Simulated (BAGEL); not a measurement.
**CH6GaP (SMILES [CH3][GaH][PH2]) at B3LYP/def2-SVP (density fitting with qzvpp-jkfit)**

What is the energy change on altering one bond length of CH6GaP at B3LYP/def2-SVP (density fitting with qzvpp-jkfit)? 

The calculation is run with BAGEL 1.2.2.

22 further runs of the same task are left out: 2 that didn't finish, 20 set aside as unsound or not needed.

### 1 Starting point

CH6GaP has 9 atoms, charge 0, and is taken as a singlet. As SMILES, `[CH3][GaH][PH2]`. Geometry: a GFN2-xTB relaxation, a rough one for these elements and not checked as a minimum. This is one conformer, not always the lowest.

Bond lengths: C1–Ga2 2.047 Å, Ga2–P3 2.352 Å, C1–H4 1.094 Å, C1–H5 1.094 Å, C1–H6 1.095 Å, Ga2–H7 1.608 Å, P3–H8 1.402 Å, P3–H9 1.401 Å. Some angles: C1–Ga2–P3 125.7°, C1–Ga2–H7 114.7°, P3–Ga2–H7 119.5°, Ga2–C1–H4 111.1°, Ga2–C1–H5 111.1°, Ga2–C1–H6 111.3°, Ga2–P3–H8 89.1°, Ga2–P3–H9 89.0°, H4–C1–H5 107.2°, H4–C1–H6 107.9°.

### 2 The energy at B3LYP/def2-SVP (density fitting with qzvpp-jkfit)

input.json reads:

```json
{ "bagel" : [

{
  "title" : "molecule",
  "basis" : "svp",
  "df_basis" : "qzvpp-jkfit",
  "angstrom" : true,
  "geometry" : [
    { "atom" : "C", "xyz" : [   -0.829830,    1.065430,   -0.632750 ] },
    { "atom" : "Ga", "xyz" : [    0.794930,   -0.157000,   -0.395180 ] },
    { "atom" : "P", "xyz" : [    1.168760,   -1.608600,    1.416820 ] },
    { "atom" : "H", "xyz" : [   -0.537040,    2.119220,   -0.613300 ] },
    { "atom" : "H", "xyz" : [   -1.322170,    0.884280,   -1.592760 ] },
    { "atom" : "H", "xyz" : [   -1.566390,    0.906940,    0.161520 ] },
    { "atom" : "H", "xyz" : [    1.870320,   -0.085030,   -1.588300 ] },
    { "atom" : "H", "xyz" : [    0.044620,   -2.349870,    1.026650 ] },
    { "atom" : "H", "xyz" : [    0.376800,   -0.775370,    2.217310 ] }
  ]
},
{ "title" : "ks", "xc_func" : "b3lyp" },
{ "title" : "print", "file" : "orbitals.molden", "orbitals" : true }

]}
```

Run with:

```
BAGEL_NUM_THREADS=1 BAGEL input.json > input.out
```

Log:

```text
* using 1 threads per process

  ===============================================================
  ===============================================================

  *** Geometry ***

  { "atom" : "C", "xyz" : [     -1.568151,      2.013371,     -1.195724 ] },
  { "atom" : "Ga", "xyz" : [      1.502200,     -0.296687,     -0.746782 ] },
  { "atom" : "P", "xyz" : [      2.208636,     -3.039813,      2.677402 ] },
  { "atom" : "H", "xyz" : [     -1.014859,      4.004745,     -1.158969 ] },
  { "atom" : "H", "xyz" : [     -2.498539,      1.671047,     -3.009880 ] },
  { "atom" : "H", "xyz" : [     -2.960048,      1.713868,      0.305229 ] },
  { "atom" : "H", "xyz" : [      3.534393,     -0.160683,     -3.001452 ] },
  { "atom" : "H", "xyz" : [      0.084320,     -4.440611,      1.940087 ] },
  { "atom" : "H", "xyz" : [      0.712049,     -1.465237,      4.190109 ] },

  Number of auxiliary basis functions:      577

  Since a DF basis is specified, we compute 2- and 3-index integrals:
    o Being stored without compression. Storage requirement is 0.041 GB

  Number of basis functions:       94
  Number of electrons      :       58

    * METHOD: MOLECULE                             0.28

  *** Kohn-Sham DFT ***

    * Removing 15127 points whose weight is below 1.00e-10
    * Grid points: 119027

  === Nuclear Repulsion ===
   238.9285342440

       - DIIS with orbital gradients will be used.

  === KS iteration (b3lyp / svp) ===
      0      -2236.25846545          0.07369521           0.49
      1      -2052.12784234          0.17930637           0.47
      2      -2150.38831483          0.12505852           0.52
      3      -2259.41498004          0.10572684           0.52
      4      -2253.09929499          0.22230493           0.52
      5      -2288.86094079          0.12792139           0.52
      6      -2245.91793705          0.20641736           0.53
      7      -2240.33687906          0.17651713           0.51
      8      -2291.48417089          0.08585830           0.51
      9      -2257.66077998          0.11925057           0.51
     10      -2302.74186760          0.07898938           0.52
     11      -2306.28849014          0.04313494           0.51
     12      -2305.77950709          0.03936097           0.51
     13      -2307.09445453          0.02786717           0.50
     14      -2307.55083074          0.00758430           0.50
     15      -2307.59871414          0.00234238           0.50
     16      -2307.60181669          0.00074600           0.50
     17      -2307.60219075          0.00012521           0.50
     18      -2307.60219889          0.00002813           0.52
     19      -2307.60219942          0.00000611           0.52
     20      -2307.60219944          0.00000138           0.51
     21      -2307.60219944          0.00000124           0.51
     22      -2307.60219944          0.00000018           0.50
     23      -2307.60219944          0.00000010           0.51
     24      -2307.60219944          0.00000003           0.51
     25      -2307.60219944          0.00000000           0.51
    * SCF iteration converged.

    * Permanent dipole moment:
           (    0.447871,    -0.212428,     0.004108) a.u.

    * METHOD: KS                                  13.83

    * METHOD: PRINT                                0.03

  ===============================================================
```

Wall time 14 s (1 thread of AMD EPYC 9R14 (Zen 4), shared host); peak memory 0.56 GiB.

### 3 The distorted shape, same level

job.json reads:

```json
{ "bagel" : [

{
  "title" : "molecule",
  "basis" : "svp",
  "df_basis" : "qzvpp-jkfit",
  "angstrom" : true,
  "geometry" : [
    { "atom" : "C", "xyz" : [      -0.239021,       1.282810,       0.519264 ] },
    { "atom" : "Ga", "xyz" : [       1.385739,       0.060380,       0.756834 ] },
    { "atom" : "P", "xyz" : [       1.759569,      -1.391220,       2.568834 ] },
    { "atom" : "H", "xyz" : [       0.053769,       2.336600,       0.538714 ] },
    { "atom" : "H", "xyz" : [      -1.322170,       0.884280,      -1.592760 ] },
    { "atom" : "H", "xyz" : [      -0.975581,       1.124320,       1.313534 ] },
    { "atom" : "H", "xyz" : [       2.461129,       0.132350,      -0.436286 ] },
    { "atom" : "H", "xyz" : [       0.635429,      -2.132490,       2.178664 ] },
    { "atom" : "H", "xyz" : [       0.967609,      -0.557990,       3.369324 ] }
  ]
},

{
  "title" : "ks",
  "xc_func" : "b3lyp"
},

{
  "title" : "print",
  "file" : "orbitals.molden",
  "orbitals" : true
}

]}
```

Run with:

```
BAGEL_NUM_THREADS=1 BAGEL job.json > job.out
```

Log:

```text
* using 1 threads per process

  ===============================================================
  ===============================================================

  *** Geometry ***

  { "atom" : "C", "xyz" : [     -0.451684,      2.424160,      0.981267 ] },
  { "atom" : "Ga", "xyz" : [      2.618667,      0.114102,      1.430209 ] },
  { "atom" : "P", "xyz" : [      3.325104,     -2.629025,      4.854393 ] },
  { "atom" : "H", "xyz" : [      0.101609,      4.415534,      1.018022 ] },
  { "atom" : "H", "xyz" : [     -2.498539,      1.671047,     -3.009880 ] },
  { "atom" : "H", "xyz" : [     -1.843581,      2.124657,      2.482220 ] },
  { "atom" : "H", "xyz" : [      4.650860,      0.250105,     -0.824461 ] },
  { "atom" : "H", "xyz" : [      1.200787,     -4.029822,      4.117078 ] },
  { "atom" : "H", "xyz" : [      1.828516,     -1.054448,      6.367100 ] },

  Number of auxiliary basis functions:      577

  Since a DF basis is specified, we compute 2- and 3-index integrals:
    o Being stored without compression. Storage requirement is 0.041 GB

  Number of basis functions:       94
  Number of electrons      :       58

    * METHOD: MOLECULE                             0.28

  *** Kohn-Sham DFT ***

    * Removing 14032 points whose weight is below 1.00e-10
    * Grid points: 120122

  === Nuclear Repulsion ===
   234.9866398639

       - DIIS with orbital gradients will be used.

  === KS iteration (b3lyp / svp) ===
      0      -2236.97877107          0.07329704           0.52
      1      -2054.34099056          0.17270042           0.50
      2      -2151.09916073          0.12451224           0.51
      3      -2260.62240212          0.10783719           0.53
      4      -2275.93521051          0.09115191           0.53
      5      -2203.56030964          0.18260469           0.53
      6      -2294.84208911          0.15129809           0.52
      7      -2286.93877148          0.22720674           0.52
      8      -2288.01685709          0.11573895           0.52
      9      -2281.76206091          0.11693778           0.52
     10      -2275.11537337          0.09323561           0.52
     11      -2297.34487794          0.07634186           0.52
     12      -2306.75324668          0.02863559           0.53
     13      -2305.92484290          0.03265398           0.52
     14      -2306.65033297          0.02748024           0.51
     15      -2307.15760396          0.01690231           0.52
     16      -2307.33829736          0.00997071           0.51
     17      -2307.38999855          0.00632138           0.52
     18      -2307.42810878          0.00218417           0.52
     19      -2307.43114044          0.00044665           0.52
     20      -2307.43129851          0.00010629           0.52
     21      -2307.43130402          0.00005368           0.52
     22      -2307.43130576          0.00000945           0.52
     23      -2307.43130579          0.00000665           0.52
     24      -2307.43130582          0.00000495           0.52
     25      -2307.43130584          0.00000076           0.53
     26      -2307.43130584          0.00000030           0.53
     27      -2307.43130584          0.00000017           0.54
     28      -2307.43130584          0.00000005           0.52
     29      -2307.43130584          0.00000002           0.51
     30      -2307.43130584          0.00000005           0.53
     31      -2307.43130584          0.00000001           0.52
    * SCF iteration converged.

    * Permanent dipole moment:
           (    0.090278,    -0.180034,    -0.613311) a.u.

    * METHOD: KS                                  17.29

    * METHOD: PRINT                                0.03

  ===============================================================
```

Run time: 18 s. Hardware: 1 thread of AMD EPYC 9R14 (Zen 4), shared host; peak memory 0.56 GiB.

### 4 Outcome

At B3LYP/def2-SVP (density fitting with qzvpp-jkfit):

| quantity | value |
| --- | --- |
| first shape: total energy | -2307.60220 Eh |
| first shape: dipole moment | 1.26 D |
| first shape: HOMO energy | -6.86 eV |
| first shape: LUMO energy | -1.74 eV |
| first shape: HOMO–LUMO gap | 5.12 eV |
| distorted shape: total energy | -2307.43131 Eh |
| distorted shape: dipole moment | 1.64 D |
| distorted shape: HOMO energy | -6.85 eV |
| distorted shape: LUMO energy | -3.54 eV |
| distorted shape: HOMO–LUMO gap | 3.31 eV |
| energy change with the C1–H5 bond stretched from 1.094 to 2.407 Å | 4.650 eV |

One bond (distorted shape) is far stretched, which a spin-restricted single reference describes badly; a broken-symmetry solution may lie lower. With the C1–H5 bond stretched from 1.094 to 2.407 Å the energy rises by 4.65 eV (107 kcal/mol). The first shape isn't relaxed at this level, so the change isn't measured from a minimum. A restricted reference can't describe the breaking bond well at this length.
